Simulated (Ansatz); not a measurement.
# Cu: the cost of one run

Method: DFT LDA, scalar-relativistic, plane waves, PAW, in Ansatz 0.2.0.

### Step 1. The system as given

The structure is cubic, space group Fm-3m (No. 225). Conventional cell: a = 3.610 Å, b = 3.610 Å, c = 3.610 Å, α = 90.00°, β = 90.00°, γ = 90.00°. Cu (site symmetry m-3m) has 12 Cu at 2.55 Å as nearest neighbours.

Coordinates:

```
Cu
1.0
     0.00000    1.80500    1.80500
     1.80500    0.00000    1.80500
     1.80500    1.80500    0.00000
Cu
1
Direct
  0.00000 0.00000 0.00000
```

### Step 2. Relaxing cell and atoms: Cu, no spin

The input, input.yaml:

```yaml
crystal:
  lattice:
    - [0.0, 1.805, 1.805]
    - [1.805, 0.0, 1.805]
    - [1.805, 1.805, 0.0]
  atoms:
    - { symbol: Cu, position: [0.0, 0.0, 0.0] }
scf:
  occupations: { method: gaussian, width: 0.1 }
output:
  forces: true
  stress: true
  eigenvalues: true
  write_density: true
  write_potential: true
  elf: true
  volumetric_format: npy
kpoints:
  mp_grid: { grid: [38, 38, 38] }
hamiltonian:
  xc: lda
  pseudopotentials: { kind: paw, azcp: { folder: soft_1 } }
relax:
  f_tol: 0.003
  max_steps: 60
  cell: { stress_tol: 0.02 }
```

Command:

```bash
ansatz run input.yaml --threads 8 --pin off --max-ram 16384MiB --backend cpu --events-out ev --progress --plain --runs-dir out
```

**Question.** How long does this run take on 8 threads of AMD EPYC 9R45 (Zen 5), shared host, and how much memory does it need?

About 6.4 s, with a peak of 0.62 GiB.
